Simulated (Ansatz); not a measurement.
# C3H9NSi: a ladder of functionals and wavefunction methods

An exercise on one series of results from a longer session: the logs are not shown, and one member is left open.

Method: functionals in def2-TZVPP, the program's frozen cores in correlated methods; program: Ansatz 0.2.0, Gaussian basis.

The runs, in order: PBE-D4, r2SCAN-D4, PBE0-D4, B3LYP-D4, ωB97X-V, ωB97M-V, B2PLYP; CCSD(T)/def2-TZVPP; MP2/def2-QZVPP; extrapolation to the limit.

**Structure used throughout**

The geometry comes from an earlier relaxation with PBE0-D4 in a triple-zeta def2 set; it is a stationary point, not always the lowest conformer.

14 atoms, charge 0, spin multiplicity 1.

Atoms are counted from 1 here; the program's logs count them from 0.

Bond lengths: C1–C2 1.505 Å, C1–H6 1.098 Å, C1–H7 1.092 Å, C1–H8 1.097 Å, C2–Si3 1.841 Å, C2–C4 1.345 Å, Si3–H9 1.493 Å, Si3–H10 1.493 Å, Si3–H11 1.490 Å, C4–N5 1.371 Å, C4–H12 1.086 Å, N5–H13 1.004 Å, N5–H14 1.006 Å. Angles: C2–C1–H6 111.8°, C2–C1–H7 112.2°, C2–C1–H8 111.8°, H6–C1–H7 106.5°, H6–C1–H8 107.3°, H7–C1–H8 106.9°, C1–C2–Si3 120.9°, C1–C2–C4 120.1°, Si3–C2–C4 119.0°, C2–Si3–H9 111.8°, C2–Si3–H10 112.3°, C2–Si3–H11 109.5°, H9–Si3–H10 105.9°, H9–Si3–H11 108.7°, H10–Si3–H11 108.6°, C2–C4–N5 125.6°, C2–C4–H12 120.6°, N5–C4–H12 113.8° and more.

The first run:

The input, in.yaml:

```yaml
crystal:
  periodic: [false, false, false]
  atoms:
    - {symbol: C, position_ang: [-0.644885, 0.412326, 1.288309]}
    - {symbol: C, position_ang: [0.100067, -0.138020, 0.101989]}
    - {symbol: Si, position_ang: [1.194217, -1.608332, 0.272941]}
    - {symbol: C, position_ang: [-0.015200, 0.452704, -1.101134]}
    - {symbol: N, position_ang: [-0.737743, 1.587552, -1.366306]}
    - {symbol: H, position_ang: [-1.723640, 0.484219, 1.095978]}
    - {symbol: H, position_ang: [-0.528813, -0.214650, 2.174466]}
    - {symbol: H, position_ang: [-0.294793, 1.415854, 1.559004]}
    - {symbol: H, position_ang: [0.447867, -2.797858, 0.778972]}
    - {symbol: H, position_ang: [2.303470, -1.378164, 1.244972]}
    - {symbol: H, position_ang: [1.786731, -1.943217, -1.052258]}
    - {symbol: H, position_ang: [0.524373, 0.065266, -1.960704]}
    - {symbol: H, position_ang: [-1.000891, 1.760348, -2.319995]}
    - {symbol: H, position_ang: [-1.423461, 1.872673, -0.687330]}
basis:
  gaussian: {orbitals: def2-TZVPP}
hamiltonian: {xc: pbe, dispersion: d4}
output: {forces: true, orbitals: {seedname: orbitals}}
```

Command:

```
$ ansatz run in.yaml --threads 4 --pin off --events-out ev --progress --plain --max-ram 10444MiB
```

Among the steps run: PBE-D4 (GGA); r2SCAN-D4 (meta-GGA); PBE0-D4 (hybrid); B3LYP-D4 (hybrid); ωB97X-V (range-separated); ωB97M-V (range-separated); B2PLYP (double hybrid); CCSD(T) in def2-TZVPP; MP2 in def2-QZVPP.

One table of the session follows, with a row left open; its other results are not shown here.

```
            method  atomisation energy (eV)
            PBE-D4                   55.031
         r2SCAN-D4                        ?
           PBE0-D4                   54.239
          B3LYP-D4                   54.238
           ωB97X-V                   54.207
           ωB97M-V                   54.204
            B2PLYP                   53.525
     HF/def2-TZVPP                   39.600
    MP2/def2-TZVPP                   53.087
   CCSD/def2-TZVPP                   51.884
CCSD(T)/def2-TZVPP                   52.617
           MP2/CBS                   54.446
       CCSD(T)/CBS                   53.977
```

**Question.** Estimate the row for r2SCAN-D4.

**Answer.** atomisation energy (eV): 54.077. In the column «atomisation energy (eV)» it lies between CCSD(T)/CBS (53.977) and ωB97M-V (54.204).

To keep in mind: Free atoms (3 C, 1 Si, 1 N, 9 H) were run apart at each level; the atomisation energy is their sum less the molecule, without zero-point or spin-orbit terms.
